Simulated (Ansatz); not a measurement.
# HgTe: the cost of one run

Computed with Ansatz 0.2.0 (DFT PBEsol, scalar-relativistic, plane waves, PAW, unless a step's input says otherwise).

1 further run of the same task is left out (it didn't finish).

## 1. The structure to begin with

It takes space group F-43m (No. 216, cubic). The conventional cell has a = 6.447 Å, b = 6.447 Å, c = 6.447 Å, α = 90.00°, β = 90.00°, γ = 90.00°. Hg (site symmetry -43m) has 4 Te at 2.79 Å as nearest neighbours. Around Te (site symmetry -43m) lie 4 Hg at 2.79 Å.

Structure file:

```
CELL_PARAMETERS angstrom
0.00000 3.22350 3.22350
3.22350 0.00000 3.22350
3.22350 3.22350 0.00000
ATOMIC_POSITIONS crystal
Hg 0.00000 0.00000 0.00000
Te 0.75000 0.75000 0.75000
```

No relaxation comes first: the listed cell is the starting point.

## 2. The reference: the undisturbed cell on the scan's mesh

input.yaml

```yaml
crystal:
  lattice:
    - [0.0, 3.2235, 3.2235]
    - [3.2235, 0.0, 3.2235]
    - [3.2235, 3.2235, 0.0]
  atoms:
    - { symbol: Hg, position: [0.0, 0.0, 0.0] }
    - { symbol: Te, position: [0.75, 0.75, 0.75] }
basis:
  ecutwfc: 420
kpoints:
  mp_grid: { grid: [14, 14, 14] }
hamiltonian:
  xc: pbesol
scf:
  occupations: { method: gaussian, width: 0.15 }
output:
  forces: true
  stress: true
  eigenvalues: true
  write_density: true
  write_potential: true
  elf: true
  volumetric_format: npy
```

On the command line:

```console
> ansatz run input.yaml --threads 1 --pin off --max-ram 2560MiB --backend cpu --events-out ev --progress --plain --runs-dir out
```

What time and memory should one allow on 1 thread of Intel Xeon at 2.50GHz (Skylake/Cascade Lake), shared host?

About 41 s, with a peak of 0.46 GiB.
